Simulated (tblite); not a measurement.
# C4H15NSi3: the cost of one run

Computed with tblite 0.8.0 and PySCF 2.14.0, with density-fitted response routines of our own, on a single molecule in the gas phase. Atoms count from 0, in the outputs and in this text.

**1. Starting geometry**

23 atoms, charge 0, multiplicity 1; geometry from: force field or distance geometry start.

Bonds of the start (Å): C0–N1 1.30, N1–Si2 1.75, Si2–C3 1.85, C3–C4 1.52, C3–Si5 1.84, Si5–C6 1.87, C6–Si7 1.87, C0–H8 1.08, C0–H9 1.08, Si2–H10 1.48, Si2–H11 1.46, C3–H12 1.14, C4–H13 1.10, C4–H14 1.10, C4–H15 1.12, Si5–H16 1.49, Si5–H17 1.45, C6–H18 1.12, C6–H19 1.09, Si7–H20 1.47, Si7–H21 1.45, Si7–H22 1.49.

**2. Optimising the geometry with GFN2-xTB**

The job: settings as JSON, then the geometry in Å.

```
{"job": {"kind": "relax", "xc": "GFN2-xTB", "basis": "xTB"}, "charge": 0, "multiplicity": 1}
C      3.417600    -1.544400    -0.537600
N      2.163700    -1.209100    -0.447000
Si     1.780700     0.115700     0.625500
C      0.164000     0.960800     0.306400
C      0.415000     2.442400     0.099000
Si    -0.906500     0.193400    -0.984700
C     -1.672300    -1.399400    -0.361200
Si    -3.145200    -0.893500     0.665000
H      4.202300    -1.030700     0.005600
H      3.663800    -2.369900    -1.188000
H      1.746000    -0.432300     2.001700
H      2.843500     1.117700     0.567700
H     -0.418300     0.914300     1.280100
H     -0.522000     2.991800    -0.073500
H      1.161700     2.599900    -0.689400
H      0.823200     2.820100     1.072100
H     -2.063600     1.117100    -1.144100
H     -0.291200     0.049400    -2.294800
H     -0.902200    -1.902100     0.284900
H     -1.915900    -2.071200    -1.180600
H     -4.354700    -1.445100     0.043100
H     -3.215800     0.552200     0.786200
H     -2.978600    -1.549900     1.992400
```

The run is started by

```sh
OMP_NUM_THREADS=1 python probes_run.py task.json out
```

The driver reads the jobs from task.json and runs them one after another.

**Question.** How long does this first job take on 1 thread of Arm Neoverse N1, shared host, and how much memory does it need?

About 5 s, with a peak of 0.18 GiB.
